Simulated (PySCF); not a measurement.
**A gas-phase reaction: ClGeH5OSi + F → ClGeH4OSi + FH**

Aim: the reaction energy of `O[SiH](Cl)[GeH3]` + `[F-]` → `[O-][SiH](Cl)[GeH3]` + `F`.

Computed with PySCF 2.14.0; each step states its level. No surroundings beyond the atoms listed, unless a continuum is named. Atoms count from 0, parts from 1.

## 1. Starting point

Each species was relaxed by itself at PBE0-D3(BJ)/def2-SVPD.

## 2. Reaction energy: wB97M-D3(BJ)/def2-TZVPD

What the job is given:

```
{"job": {"kind": "react", "xc": "wB97M-D3(BJ)", "basis": "def2-TZVPD"}, "charge": 0, "multiplicity": 1}
-1 ClGeH5OSi charge 0 multiplicity 1
O      1.129880     0.947970     1.460230
Si    -0.201480     0.956580     0.457480
Cl    -1.954840     0.880240     1.595220
Ge    -0.068240    -0.987100    -0.896170
H      1.241330     1.673340     2.080550
H     -0.293270     2.242960    -0.290960
H     -0.146620    -2.238070    -0.009050
H      1.252780    -0.994230    -1.683120
H     -1.243970    -0.988470    -1.886850

-1 F charge -1 multiplicity 1
F      0.000000     0.000000     0.000000

+1 ClGeH4OSi charge -1 multiplicity 1
O      1.955660     1.496190    -0.852960
Si     1.370770     0.494850     0.202150
Cl     2.185530    -1.540210     0.144400
Ge    -0.973580    -0.010400    -0.048500
H      1.573630     0.773380     1.674030
H     -1.571780    -0.940230     1.047420
H     -1.322670    -0.705420    -1.390070
H     -1.883890     1.251210    -0.010430

+1 FH charge 0 multiplicity 1
F      0.459980    -0.005000     0.008940
H     -0.459980     0.005000    -0.008940
```

With the program's defaults for keys left out, this is: wB97M-D3(BJ)/def2-TZVPD reaction energy of separated species, gas phase.

Started as:

```console
> OMP_NUM_THREADS=1 python cluster_run.py task.json out
```

The driver reads the jobs from task.json and runs them one after another.

**Question.** The jobs that follow are: PBE0-D3(BJ)/def2-TZVPD reaction energy of separated species, gas phase. Predict: reaction energy (wB97M-D3(BJ)/def2-TZVPD); ΔH, ΔG at 298 K (xTB thermal terms). Thermal terms come from harmonic xTB runs on each species.

**Answer**, as computed:

```
                                                quantity                      value
               reaction energy (wB97M-D3(BJ)/def2-TZVPD)            -28.21 kcal/mol
                     ΔH, ΔG at 298 K (xTB thermal terms)      -29.5, -32.3 kcal/mol
range of the reaction energy over the runs of this table  -29.61 to -28.21 kcal/mol
```

In words: The reaction is exothermic by 29.5 kcal/mol in the gas phase; dispersion gives +0.47, and xTB itself gave -34.72 for the electronic energy (xTB energies and thermal terms come from the earlier relaxation of each species, not shown). No barrier was sought. The reaction energy runs from -29.61 (PBE0-D3(BJ)/def2-TZVPD) to -28.21 kcal/mol (wB97M-D3(BJ)/def2-TZVPD).
